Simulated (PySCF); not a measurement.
# C₄H₁₁ClSi₂: NMR shifts, electronic excitations and K edges in gas and solvents, part 1 of 2

Aim: compute the NMR shifts, electronic excitations and K edges of C₄H₁₁ClSi₂ (`C[Si]1(CCl)C[SiH2]C1`), and see what a dielectric continuum does where one was used.

Computed with PySCF 2.14.0, with density-fitted response routines of our own, on a single molecule, in the gas phase or a continuum. Atoms count from 0, in the outputs and in this text.

**1. Starting geometry**

18 atoms, charge 0, multiplicity 1; geometry from: GFN2-xTB. The atoms were then displaced at random by about 0.01 Å, so the start is not that level's minimum.

Bonds of the start (Å): C0–Si1 1.87, Si1–C2 1.93, C2–Cl3 1.80, Si1–C4 1.93, C4–Si5 1.93, Si5–C6 1.91, C6–Si1 1.93, C0–H7 1.10, C0–H8 1.12, C0–H9 1.08, C2–H10 1.09, C2–H11 1.06, C4–H12 1.08, C4–H13 1.08, Si5–H14 1.46, Si5–H15 1.46, C6–H16 1.08, C6–H17 1.09.

**2. Geometry optimisation at PBE0-D3(BJ)/def2-SVP**

The job: settings as JSON, then the geometry in Å.

```
{"job": {"xc": "PBE0", "basis": "def2-SVP", "d3": "d3bj", "grid": 1, "shake": 0.01, "kind": "geom"}, "charge": 0, "multiplicity": 1}
C     -0.991520     1.960490    -0.566060
Si    -0.404600     0.249370    -0.087190
C     -1.942160    -0.895590     0.121330
Cl    -1.340540    -2.527140     0.569990
C      0.951090    -0.544510    -1.201790
Si     2.104680    -0.806190     0.318920
C      0.820110     0.111080     1.397770
H     -1.574160     1.963640    -1.493800
H     -1.640370     2.422950     0.223030
H     -0.175710     2.652630    -0.717370
H     -2.595880    -0.566460     0.932900
H     -2.495670    -0.996850    -0.776910
H      0.632860    -1.435640    -1.719030
H      1.344970     0.134830    -1.936070
H      3.397590    -0.140660     0.221310
H      2.294700    -2.200170     0.691160
H      0.442670    -0.443380     2.244160
H      1.144400     1.073550     1.791910
```

Command:

```console
> OMP_NUM_THREADS=1 python probes_run.py task.json out
```

This one command runs all jobs of the session in turn.

The program printed:

```text
step   0  E = -1197.24048229  max force = 0.032462
step   1  E = -1197.24691466  max force = 0.006708
step   2  E = -1197.24795155  max force = 0.002437
step   3  E = -1197.24806857  max force = 0.001286
step   4  E = -1197.24811281  max force = 0.000421
step   5  E = -1197.24812700  max force = 0.000417
optimisation converged
```

Run time: 79 s. Hardware: 1 thread of Intel Xeon Platinum 8559C, shared host; peak memory 0.71 GiB.

Step by step:

```csv
step,energy from step 0 (eV),largest force component (eV/Å)
0,0.0000,1.6693
1,-0.1750,0.3449
2,-0.2032,0.1253
3,-0.2064,0.0661
4,-0.2076,0.0216
5,-0.2080,0.0214
```

Distances of close pairs at the start and the end, largest changes first:

```csv
bond,before (Å),after (Å),change (Å)
Si5–H14,1.457,1.498,+0.041
C2–H11,1.060,1.100,+0.040
Si5–H15,1.455,1.493,+0.038
Si1–C2,1.928,1.897,-0.032
Si1–C6,1.930,1.900,-0.030
C4–H13,1.075,1.102,+0.026
Si1–C4,1.926,1.900,-0.026
C4–H12,1.078,1.100,+0.022
```

The end geometry stands in the next job.

```csv
at the end point,value
"rotational constants (GHz, main isotopes)","1.649, 1.290, 0.888"
dipole moment (D),2.47
```

**3. Nuclear shieldings: PBE0/pcSseg-1 in cyclohexane**

The job: settings as JSON, then the geometry in Å.

```
{"job": {"kind": "nmr", "xc": "PBE0", "basis": "pcSseg-1", "solvent": "cyclohexane", "pop": true}, "charge": 0, "multiplicity": 1}
C     -1.145589     1.825201    -0.677290
Si    -0.396460     0.198756    -0.116764
C     -1.762653    -1.109000     0.026265
Cl    -1.036376    -2.674505     0.526941
C      1.065032    -0.450668    -1.143280
Si     2.055006    -0.563760     0.481730
C      0.644981     0.253415     1.471788
H     -1.638988     1.720534    -1.656330
H     -1.889303     2.189701     0.048967
H     -0.363371     2.594470    -0.772801
H     -2.511728    -0.836309     0.784926
H     -2.287169    -1.275546    -0.926271
H      0.899782    -1.402739    -1.668960
H      1.472481     0.281777    -1.858123
H      3.323104     0.233896     0.473344
H      2.367292    -1.959984     0.908576
H      0.256243    -0.327185     2.321423
H      0.882141     1.271666     1.818828
```

With the program's defaults for keys left out, this is: GIAO PBE0/pcSseg-1 NMR shielding, non-relativistic, IEF-PCM cyclohexane.

The program printed:

```text
coarse grid: 16040 points
cycle   1  E = -1197.4938068829  dE =  4.400e-01  |g| = 5.503e-01  |ddm| = 3.805e+00
cycle   2  E = -1197.4674657496  dE =  2.634e-02  |g| = 6.243e-01  |ddm| = 1.101e+00
cycle   3  E = -1197.5705660793  dE = -1.031e-01  |g| = 5.714e-02  |ddm| = 6.768e-01
cycle   4  E = -1197.5713646476  dE = -7.986e-04  |g| = 2.176e-02  |ddm| = 8.813e-02
cycle   5  E = -1197.5714751338  dE = -1.105e-04  |g| = 5.298e-03  |ddm| = 2.266e-02
cycle   6  E = -1197.5714821193  dE = -6.985e-06  |g| = 1.540e-03  |ddm| = 7.233e-03
final grid: 139528 points
cycle   7  E = -1197.6115299871  dE = -2.712e-05  |g| = 8.991e-03  |ddm| = 2.354e-02
cycle   8  E = -1197.6115200974  dE =  9.890e-06  |g| = 1.079e-02  |ddm| = 1.812e-02
cycle   9  E = -1197.6115504476  dE = -3.035e-05  |g| = 7.855e-04  |ddm| = 1.021e-02
cycle  10  E = -1197.6115505570  dE = -1.094e-07  |g| = 2.418e-04  |ddm| = 1.029e-03
cycle  11  E = -1197.6115505713  dE = -1.429e-08  |g| = 5.055e-05  |ddm| = 2.438e-04
cycle  12  E = -1197.6115505719  dE = -6.003e-10  |g| = 1.655e-05  |ddm| = 6.055e-05
converged SCF energy = -1197.6115505719

GIAO shielding tensors (ppm)
atom      isotropic    diamagn.    paramagn.     s11        s22        s33       span
  0 C      183.549     254.671     -71.121    176.235    182.753    191.660     15.425
  1 Si     332.749     880.970    -548.221    309.719    339.774    348.753     39.034
  2 C      147.401     254.662    -107.261    126.003    137.834    178.365     52.363
  3 Cl     942.056    1147.681    -205.625    845.491    885.435   1095.242    249.752
  4 C      190.196     258.934     -68.739    178.590    190.719    201.278     22.688
  5 Si     391.915     879.264    -487.350    370.545    377.810    427.388     56.843
  6 C      190.139     258.996     -68.857    178.320    190.628    201.469     23.149
  7 H       31.034      29.997       1.037     26.517     28.508     38.076     11.559
  8 H       31.042      30.007       1.036     26.562     28.492     38.073     11.512
  9 H       30.740      30.842      -0.102     26.187     28.835     37.197     11.010
 10 H       28.410      30.586      -2.176     22.583     27.665     34.982     12.399
 11 H       28.410      30.559      -2.148     22.467     27.705     35.059     12.591
 12 H       30.663      31.141      -0.478     25.677     29.032     37.280     11.603
 13 H       30.960      31.534      -0.574     27.104     27.557     38.220     11.116
 14 H       26.435      28.381      -1.946     22.885     23.998     32.422      9.537
 15 H       26.480      28.344      -1.864     23.748     24.318     31.373      7.625
 16 H       30.697      31.193      -0.496     25.742     28.998     37.351     11.609
 17 H       30.952      31.556      -0.604     27.119     27.550     38.188     11.069
```

Wall time 29 s (1 thread of Intel Xeon Platinum 8559C, shared host); peak memory 1 GiB.

The references, computed at this level on geometries of the same kind, shield at (ppm): 1H TMS 31.26, 13C TMS 184.8, 29Si TMS 351.9. Their shielding less the atom's gives the shift. The references are single molecules in the same continuum. Atoms listed in one row are averaged.

```csv
atoms,environment,σ (ppm),δ (ppm)
C2,sp3 CH2 bonded to Cl and Si,147.4,37.4
C0,methyl carbon bonded to Si,183.5,1.3
"C4, C6",sp3 CH2 bonded to 2 Si,190.2,-5.3
H14,"hydrogen on a silicon bonded to 2 C, in a 4-membered ring",26.44,4.82
H15,"hydrogen on a silicon bonded to 2 C, in a 4-membered ring",26.48,4.78
"H10, H11",hydrogen on an sp3 CH2 bonded to Cl and Si,28.41,2.85
"H12, H16",hydrogen on an sp3 CH2 bonded to 2 Si,30.68,0.58
"H7, H8, H9",hydrogen on a methyl carbon bonded to Si,30.94,0.32
"H13, H17",hydrogen on an sp3 CH2 bonded to 2 Si,30.96,0.30
Si1,"silicon bonded to 4 C, in a 4-membered ring",332.7,19.2
Si5,"silicon bonded to 2 C, 2 H, in a 4-membered ring",391.9,-40.0
Cl3,chlorine bonded to C,942,–
```

The run also stored atomic charges by several schemes (e):

```csv
atoms,Mulliken,IAO,Hirshfeld,ESP fit
C0,-0.63,-0.72,-0.21,-0.89
Si1,1.00,1.09,0.39,1.09
C2,-0.51,-0.53,-0.12,-0.63
Cl3,-0.18,-0.12,-0.06,-0.12
"C4, C6",-0.82,-0.85,-0.27,-0.81
Si5,0.62,0.76,0.32,0.63
```

Mayer bond orders: C0–Si1 0.99, Si1–C2 0.83, C2–Cl3 0.95, Si1–C4 0.92, C4–Si5 0.91, Si5–C6 0.91, C6–Si1 0.92.

Ring of atoms Si1, C4, Si5, C6: NICS(0) -1.8, NICS(1) -1.9, NICS(1)zz 0.8 ppm (means of both faces).

**4. NMR shieldings: PBE0/pcSseg-1 in methanol**

The job, as its differences from that of step 3:

```diff
@@ -1,2 +1,2 @@
-{"job": {"kind": "nmr", "xc": "PBE0", "basis": "pcSseg-1", "solvent": "cyclohexane", "pop": true}, "charge": 0, "multiplicity": 1}
+{"job": {"kind": "nmr", "xc": "PBE0", "basis": "pcSseg-1", "solvent": "methanol", "pop": false}, "charge": 0, "multiplicity": 1}
 C     -1.145589     1.825201    -0.677290
```

Method: GIAO PBE0/pcSseg-1 NMR shielding, non-relativistic, IEF-PCM methanol.

The program printed:

```text
coarse grid: 16040 points
cycle   1  E = -1197.4983128521  dE =  4.357e-01  |g| = 5.470e-01  |ddm| = 3.804e+00
cycle   2  E = -1197.4738253130  dE =  2.449e-02  |g| = 6.154e-01  |ddm| = 1.076e+00
cycle   3  E = -1197.5738697465  dE = -1.000e-01  |g| = 5.292e-02  |ddm| = 6.488e-01
cycle   4  E = -1197.5745319252  dE = -6.622e-04  |g| = 2.137e-02  |ddm| = 7.899e-02
cycle   5  E = -1197.5746386856  dE = -1.068e-04  |g| = 5.040e-03  |ddm| = 2.175e-02
cycle   6  E = -1197.5746448511  dE = -6.165e-06  |g| = 1.334e-03  |ddm| = 6.206e-03
final grid: 139528 points
cycle   7  E = -1197.6146772965  dE = -2.786e-05  |g| = 8.730e-03  |ddm| = 2.341e-02
cycle   8  E = -1197.6146694863  dE =  7.810e-06  |g| = 1.022e-02  |ddm| = 1.714e-02
cycle   9  E = -1197.6146965587  dE = -2.707e-05  |g| = 6.854e-04  |ddm| = 9.231e-03
cycle  10  E = -1197.6146966339  dE = -7.528e-08  |g| = 2.108e-04  |ddm| = 8.337e-04
cycle  11  E = -1197.6146966447  dE = -1.081e-08  |g| = 4.667e-05  |ddm| = 2.070e-04
cycle  12  E = -1197.6146966452  dE = -5.120e-10  |g| = 1.329e-05  |ddm| = 5.666e-05
converged SCF energy = -1197.6146966452

GIAO shielding tensors (ppm)
atom      isotropic    diamagn.    paramagn.     s11        s22        s33       span
  0 C      184.102     254.722     -70.620    176.644    183.286    192.376     15.732
  1 Si     331.533     880.891    -549.358    307.744    340.473    346.382     38.638
  2 C      146.647     254.916    -108.270    124.104    136.520    179.315     55.211
  3 Cl     953.411    1147.902    -194.491    861.958    899.542   1098.733    236.775
  4 C      190.499     259.106     -68.607    178.721    191.111    201.665     22.944
  5 Si     391.984     879.352    -487.368    371.264    377.533    427.156     55.892
  6 C      190.439     259.170     -68.731    178.445    191.021    201.851     23.406
  7 H       30.949      29.888       1.061     26.363     28.410     38.074     11.711
  8 H       30.955      29.898       1.058     26.405     28.391     38.070     11.665
  9 H       30.674      30.753      -0.078     26.065     28.762     37.196     11.131
 10 H       28.174      30.431      -2.256     22.321     27.382     34.820     12.499
 11 H       28.176      30.404      -2.228     22.207     27.424     34.898     12.691
 12 H       30.727      31.209      -0.482     25.749     29.101     37.331     11.582
 13 H       30.826      31.464      -0.638     26.920     27.412     38.146     11.225
 14 H       26.466      28.482      -2.016     22.910     24.029     32.459      9.549
 15 H       26.602      28.566      -1.964     23.926     24.416     31.464      7.539
 16 H       30.753      31.254      -0.501     25.803     29.058     37.398     11.595
 17 H       30.818      31.486      -0.668     26.935     27.406     38.114     11.180
```

Wall time 26 s (1 thread of Intel Xeon Platinum 8559C, shared host); peak memory 1 GiB.

This run: δ C2 38.8, C0 1.4, C4 -5.0, Si1 20.2, H14 4.77, H15 4.64 ppm (means over like atoms).

(Continued in part 2 of 2.)
